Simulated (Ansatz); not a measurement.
# RuSe (zincblende): equation of state

How stiff is RuSe (zincblende)? Energies and pressures are computed at volumes on both sides of the relaxed cell and fitted. The cell was built by placing the elements on the sites of a structure type; the runs don't test whether it is the stable form.

Method: DFT PBE, scalar-relativistic, plane waves, PAW, in Ansatz 0.2.0.

2 further runs of the same task are left out: 1 for a known fault of the program, 1 set aside as unsound or not needed. Runs told in other sessions of the task aren't counted.

### Step 1. The starting structure

It takes space group F-43m (No. 216, cubic). The conventional cell has a = 5.504 Å, b = 5.504 Å, c = 5.504 Å, α = 90.00°, β = 90.00°, γ = 90.00°. Ru (site symmetry -43m) has 4 Se at 2.38 Å in its first shell of neighbours. Se (site symmetry -43m) has 4 Ru at 2.38 Å in its first shell of neighbours.

As a file:

```
CELL_PARAMETERS angstrom
0.00000 2.75202 2.75202
2.75202 0.00000 2.75202
2.75202 2.75202 0.00000
ATOMIC_POSITIONS crystal
Ru 0.00000 0.00000 0.00000
Se 0.25000 0.25000 0.25000
```

This cell comes from an earlier session at PBE: 20.843 Å³/atom at -0.01 GPa, on a 10×10×10 mesh.

Volume factors to run: 0.980, 1.020, 0.960, 1.040, 1.070, 1.100, 0.945.

### Step 2. Volume × 0.980

The input, input.yaml:

```yaml
crystal:
  lattice:
    - [0.0, 2.7335483339, 2.7335483339]
    - [2.7335483339, 0.0, 2.7335483339]
    - [2.7335483339, 2.7335483339, 0.0]
  atoms:
    - { symbol: Ru, position: [0.0, 0.0, 0.0] }
    - { symbol: Se, position: [0.25, 0.25, 0.25] }
basis:
  ecutwfc: 420
  ecutrho_ratio: 4
kpoints:
  mp_grid: { grid: [10, 10, 10] }
hamiltonian:
  xc: pbe
scf:
  occupations: { method: gaussian, width: 0.05 }
output:
  forces: true
  stress: true
  eigenvalues: true
```

Run with:

```console
> ansatz run input.yaml --threads 2 --pin off --max-ram 2662MiB --backend cpu --events-out ev --progress --plain --runs-dir out
```

Log, cut to the lines that bear on the results:

```text
Warning: RAYON_NUM_THREADS=2 ignored (pool sized by the plan → 2); use --threads N
[...]
Pseudopotentials: kind: paw
Pseudopotential: Ru, paw, valence charge 16, recommended cutoff 420 eV (normal), Ru.paw.azcp
Pseudopotential: Se, paw, valence charge 16, recommended cutoff 420 eV (normal), Se.paw.azcp
Functional definition: PBE
[...]
Crystal: 2 atoms, lattice volume = 40.852 Å³
Basis set: ecut = 420 eV, 821 PW (Γ), exchange–correlation on 54×54×54 points (8 copies of the dense FFT grid, shifted against one another)
Bands: 20, of which v1, the nominal top of the filled ones, is band 16 counted from 1 (15 counted from 0)
Symmetry: 24 space group operations
Space group: F-43m (ITA 216), of the structure as read, at distance tolerance 3.4e-5 Å
k-points: 47 of 1000 (time reversal used)
[...]
SCF iter   1: F=—  HF=-11347.449352 eV  |F-HF|=—  |Δ(HF+E_count)|=         —  Δρ=3.27e-3  dr2=1.97e-3  ethr=1.77e-3  ⟨swp⟩=5.9  Hψ=4302  notcnv=0
[...]
SCF iter   6: F=-11347.450335 eV  HF=-11347.450335 eV  |F-HF|=4.30e-9  |Δ(HF+E_count)|=   2.69e-8  Δρ=4.93e-6  dr2=1.07e-8  ethr=1.72e-10  ⟨swp⟩=3.7  Hψ=3621  notcnv=0
[...]
SCF converged after 6 iterations
Free energy (F): -11347.450335 eV
[...]
E sigma→0 (E₀):  -11347.449040 eV
Entropy (-TS):   -0.002591 eV (-1.296 meV/atom)
Fermi energy:    12.939867 eV
[...]
--- Forces (eV/Å), atoms counted from 1 ---
  atom   1  Ru    -0.00000000     0.00000000     0.00000000
  atom   2  Se     0.00000000     0.00000000    -0.00000000
[...]
--- Stress (GPa, compression-positive) ---
        2.496789       0.000000       0.000000
        0.000000       2.496789      -0.000000
        0.000000      -0.000000       2.496789
  P = ⅓ Tr σ = 2.4968 GPa (24.968 kbar)
--- Band table (eV; the first three rows and the last of 47) ---
  k-point 0: bands = ["-59.5447", "-36.0612", "-36.0612", "-36.0612", "-36.0460", "-36.0460", "-29.6087", "-29.6087", "-29.6087", "-2.1603", "7.5624", "7.5624", "7.5624", "11.1583", "11.1583", "14.8516", "16.4636", "16.4636", "16.4636", "20.5972"]
[...]
```

Wall time 2 s (2 threads of Arm Neoverse V1, shared host); peak memory 0.34 GiB.

In short: volume 20.426 Å³/atom, pressure 2.50 GPa, a metal on this mesh.

### Step 3. Scaling the volume by 1.020

input.yaml, as its differences from that of step 2:

```diff
@@ -2,5 +2,5 @@
   lattice:
-    - [0.0, 2.7335483339, 2.7335483339]
-    - [2.7335483339, 0.0, 2.7335483339]
-    - [2.7335483339, 2.7335483339, 0.0]
+    - [0.0, 2.7702446367, 2.7702446367]
+    - [2.7702446367, 0.0, 2.7702446367]
+    - [2.7702446367, 2.7702446367, 0.0]
   atoms:
```

Run with:

```console
> ansatz run input.yaml --threads 2 --pin off --max-ram 2662MiB --backend cpu --events-out ev --progress --plain --runs-dir out
```

Log, cut to the lines that bear on the results:

```text
Warning: RAYON_NUM_THREADS=2 ignored (pool sized by the plan → 2); use --threads N
[...]
[... 4 set-up lines as earlier in the session ...]
[...]
Crystal: 2 atoms, lattice volume = 42.519 Å³
Basis set: ecut = 420 eV, 869 PW (Γ), exchange–correlation on 54×54×54 points (8 copies of the dense FFT grid, shifted against one another)
Bands: 20, of which v1, the nominal top of the filled ones, is band 16 counted from 1 (15 counted from 0)
[... 1 set-up line as earlier in the session ...]
Space group: F-43m (ITA 216), of the structure as read, at distance tolerance 3.5e-5 Å
k-points: 47 of 1000 (time reversal used)
[...]
SCF iter   1: F=—  HF=-11347.449574 eV  |F-HF|=—  |Δ(HF+E_count)|=         —  Δρ=2.62e-3  dr2=1.65e-3  ethr=1.77e-3  ⟨swp⟩=5.9  Hψ=4238  notcnv=0
[...]
SCF iter   6: F=-11347.450730 eV  HF=-11347.450730 eV  |F-HF|=6.14e-9  |Δ(HF+E_count)|=   1.67e-8  Δρ=5.54e-6  dr2=1.34e-8  ethr=2.31e-10  ⟨swp⟩=3.5  Hψ=3730  notcnv=0
[...]
SCF converged after 6 iterations
Free energy (F): -11347.450730 eV
[...]
E sigma→0 (E₀):  -11347.449270 eV
Entropy (-TS):   -0.002921 eV (-1.461 meV/atom)
Fermi energy:    12.221926 eV
[...]
--- Forces (eV/Å), atoms counted from 1 ---
  atom   1  Ru    -0.00000000     0.00000000     0.00000000
  atom   2  Se    -0.00000000     0.00000000     0.00000000
[...]
--- Stress (GPa, compression-positive) ---
       -2.234058       0.000000       0.000000
        0.000000      -2.234058      -0.000000
        0.000000      -0.000000      -2.234058
  P = ⅓ Tr σ = -2.2341 GPa (-22.341 kbar)
--- Band table (eV; the first three rows and the last of 47) ---
  k-point 0: bands = ["-60.2061", "-36.7081", "-36.7081", "-36.7081", "-36.6955", "-36.6955", "-30.2611", "-30.2611", "-30.2611", "-2.6547", "7.0632", "7.0632", "7.0632", "10.5574", "10.5574", "14.0390", "15.5513", "15.5513", "15.5513", "19.7566"]
[...]
```

Run time: 2 s. Hardware: 2 threads of Arm Neoverse V1, shared host; peak memory 0.34 GiB.

Read off: volume 21.260 Å³/atom, pressure -2.23 GPa, no gap.

### Step 4. At 0.960 of the relaxed volume

input.yaml, as its differences from that of step 3:

```diff
@@ -2,5 +2,5 @@
   lattice:
-    - [0.0, 2.7702446367, 2.7702446367]
-    - [2.7702446367, 0.0, 2.7702446367]
-    - [2.7702446367, 2.7702446367, 0.0]
+    - [0.0, 2.7148248125, 2.7148248125]
+    - [2.7148248125, 0.0, 2.7148248125]
+    - [2.7148248125, 2.7148248125, 0.0]
   atoms:
```

Run with:

```console
> ansatz run input.yaml --threads 2 --pin off --max-ram 2662MiB --backend cpu --events-out ev --progress --plain --runs-dir out
```

Log, cut to the lines that bear on the results:

```text
Warning: RAYON_NUM_THREADS=2 ignored (pool sized by the plan → 2); use --threads N
[...]
[... 4 set-up lines as earlier in the session ...]
[...]
Crystal: 2 atoms, lattice volume = 40.018 Å³
Basis set: ecut = 420 eV, 749 PW (Γ), exchange–correlation on 54×54×54 points (8 copies of the dense FFT grid, shifted against one another)
Bands: 20, of which v1, the nominal top of the filled ones, is band 16 counted from 1 (15 counted from 0)
[... 2 set-up lines as earlier in the session ...]
k-points: 47 of 1000 (time reversal used)
[...]
SCF iter   1: F=—  HF=-11347.429360 eV  |F-HF|=—  |Δ(HF+E_count)|=         —  Δρ=3.66e-3  dr2=2.18e-3  ethr=1.77e-3  ⟨swp⟩=5.9  Hψ=4284  notcnv=0
[...]
SCF iter   6: F=-11347.430143 eV  HF=-11347.430143 eV  |F-HF|=4.61e-9  |Δ(HF+E_count)|=   1.68e-8  Δρ=4.89e-6  dr2=1.04e-8  ethr=1.83e-10  ⟨swp⟩=3.2  Hψ=3667  notcnv=0
[...]
SCF converged after 6 iterations
Free energy (F): -11347.430143 eV
[...]
E sigma→0 (E₀):  -11347.428915 eV
Entropy (-TS):   -0.002456 eV (-1.228 meV/atom)
Fermi energy:    13.320907 eV
[...]
--- Forces (eV/Å), atoms counted from 1 ---
  atom   1  Ru    -0.00000000     0.00000000     0.00000000
  atom   2  Se     0.00000000     0.00000000     0.00000000
[...]
--- Stress (GPa, compression-positive) ---
        5.320693       0.000000       0.000000
       -0.000000       5.320693      -0.000000
        0.000000      -0.000000       5.320693
  P = ⅓ Tr σ = 5.3207 GPa (53.207 kbar)
--- Band table (eV; the first three rows and the last of 47) ---
  k-point 0: bands = ["-59.1938", "-35.7176", "-35.7176", "-35.7176", "-35.7010", "-35.7010", "-29.2628", "-29.2628", "-29.2628", "-1.8980", "7.8277", "7.8277", "7.8277", "11.4764", "11.4764", "15.2820", "16.9469", "16.9469", "16.9469", "21.0457"]
[...]
```

Wall time 2 s (2 threads of Arm Neoverse V1, shared host); peak memory 0.34 GiB.

Read off: volume 20.009 Å³/atom, pressure 5.32 GPa, a metal on this mesh.

### Step 5. Scaling the volume by 1.040

input.yaml, as its differences from that of step 4:

```diff
@@ -2,5 +2,5 @@
   lattice:
-    - [0.0, 2.7148248125, 2.7148248125]
-    - [2.7148248125, 0.0, 2.7148248125]
-    - [2.7148248125, 2.7148248125, 0.0]
+    - [0.0, 2.7882337423, 2.7882337423]
+    - [2.7882337423, 0.0, 2.7882337423]
+    - [2.7882337423, 2.7882337423, 0.0]
   atoms:
@@ -21 +21,5 @@
   eigenvalues: true
+  write_density: true
+  write_potential: true
+  elf: true
+  volumetric_format: npy
```

Run with:

```console
> ansatz run input.yaml --threads 2 --pin off --max-ram 2662MiB --backend cpu --events-out ev --progress --plain --runs-dir out
```

Log, cut to the lines that bear on the results:

```text
Warning: RAYON_NUM_THREADS=2 ignored (pool sized by the plan → 2); use --threads N
[...]
[... 4 set-up lines as earlier in the session ...]
[...]
Crystal: 2 atoms, lattice volume = 43.353 Å³
Basis set: ecut = 420 eV, 869 PW (Γ), exchange–correlation on 54×54×54 points (8 copies of the dense FFT grid, shifted against one another)
Bands: 20, of which v1, the nominal top of the filled ones, is band 16 counted from 1 (15 counted from 0)
[... 2 set-up lines as earlier in the session ...]
k-points: 47 of 1000 (time reversal used)
[...]
SCF iter   1: F=—  HF=-11347.432521 eV  |F-HF|=—  |Δ(HF+E_count)|=         —  Δρ=2.37e-3  dr2=1.56e-3  ethr=1.77e-3  ⟨swp⟩=6.0  Hψ=4223  notcnv=0
[...]
SCF iter   6: F=-11347.433869 eV  HF=-11347.433869 eV  |F-HF|=9.96e-9  |Δ(HF+E_count)|=   1.02e-9  Δρ=6.64e-6  dr2=1.90e-8  ethr=3.13e-10  ⟨swp⟩=8.7  Hψ=6030  notcnv=0
[...]
SCF converged after 6 iterations
Free energy (F): -11347.433869 eV
[...]
E sigma→0 (E₀):  -11347.432318 eV
Entropy (-TS):   -0.003102 eV (-1.551 meV/atom)
Fermi energy:    11.883226 eV
[...]
--- Forces (eV/Å), atoms counted from 1 ---
  atom   1  Ru    -0.00000000     0.00000000    -0.00000000
  atom   2  Se    -0.00000000     0.00000000    -0.00000000
[...]
--- Stress (GPa, compression-positive) ---
       -4.205376      -0.000000       0.000000
       -0.000000      -4.205376      -0.000000
        0.000000      -0.000000      -4.205376
  P = ⅓ Tr σ = -4.2054 GPa (-42.054 kbar)
--- Band table (eV; the first three rows and the last of 47) ---
  k-point 0: bands = ["-60.5180", "-37.0129", "-37.0129", "-37.0129", "-37.0014", "-37.0014", "-30.5689", "-30.5689", "-30.5689", "-2.8880", "6.8281", "6.8281", "6.8281", "10.2733", "10.2733", "13.6551", "15.1206", "15.1206", "15.1206", "19.3618"]
[...]
```

Wall time 2.8 s (2 threads of Arm Neoverse V1, shared host); peak memory 0.35 GiB.

Read off: volume 21.676 Å³/atom, pressure -4.21 GPa, a metal on this mesh.

Axes a, b and c in the maps are those of this run's conventional cell (a, b, c = 5.576, 5.576, 5.576 Å).

Density in a lattice plane of the grid's cell (edges 5.58 and 5.58 Å, at 0.000 of the third edge), which holds Ru.

Ten even steps from '0' (0.02 e/Å³) to '9' (10.12 e/Å³):
```
985200000000000000000258
542100000000000000000124
110000000000000000000001
000000000000000000000000
000000000000000000000000
000000000000000000000000
000000000001110000000000
000000000124542100000000
000000000258985200000000
000000001379997310000000
000000000258985200000000
000000000124542100000000
000000000001110000000000
000000000000000000000000
000000000000000000000000
000000000000000000000000
110000000000000000000001
542100000000000000000124
985200000000000000000258
997310000000000000001379
```
Columns run along the first of these edges and rows up along the second, over one cell in 24 and 20 even steps from the bottom left corner. Atoms in the plane (fractional): Ru at (0.00, 0.00), Ru at (0.50, 0.50).

ELF in the same plane.

Ten even steps from ' ' (0.01) to '@' (0.70):
```
**%%@@%%++----::..              ..::----++%%@@##
@@@@##++--------::..          ..::--------++##@@
%%**==------====--::....  ....::--====------==**
====----==++++++==--::::::::::--==++++++==----==
--------==++**++==--------------==++**++==------
::::::--==++++++==----======----==++++++==--::::
  ....::--====------==**%%**==------====--::....
      ..::--------++##@@@@@@##++--------::..    
        ..::----++%%@@%%**##@@%%++----::..      
        ..::--==**@@@@++..++@@@@**==--::..      
        ..::----++%%@@##**%%@@%%++----::..      
      ..::--------++##@@@@@@##++--------::..    
  ....::--====------==**%%**==------====--::....
::::::--==++++++==----======----==++++++==--::::
--------==++**++==--------------==++**++==------
====----==++++++==--::::::::::--==++++++==----==
%%**==------====--::....  ....::--====------==**
@@@@##++--------::..          ..::--------++##@@
**##@@%%++----::..              ..::----++%%@@%%
..++@@@@**==--::..              ..::--==**@@@@++
```
Columns run along the first of these edges and rows up along the second, over one cell in 24 and 20 even steps from the bottom left corner. Atoms in the plane (fractional): Ru at (0.00, 0.00), Ru at (0.50, 0.50).

Both are smooth fields of the valence electrons: close to the nuclei they are not physical.

The highest ELF values outside the cores: 0.79 in the shell around Se, 0.8 Å from Se.

ELF in the plane through atom 1 (Ru) and two of its nearest Se neighbours, 7.2 Å on a side, that atom in the middle and its first bond to the right.

Ten even steps from '0' (0.01) to '9' (0.78):
```
8643212345553210001234432
3444335788987420000122211
7888447997899731000001111
8458548962379741000000000
8678448973489741000000000
7765237999998631001122211
3221124678764332235677642
2111112233345643478999874
1111001113787873599757986
0000001114871674599413897
1110001113787863599757986
3221000123466422478999974
7642100012221111245665433
9873100001111111112234677
7985100000000000011148768
6985100000000000011158547
9974100001111110011248887
8643211345543210001234432
3344335788887420000122211
```
Atoms in the plane (Å from the middle): Se (2.4, 0.0), Ru (3.2, -2.3), Se (-0.8, 2.3), Ru (0.0, 0.0), Ru (-3.2, 2.3).

[end of part 1 of 2]
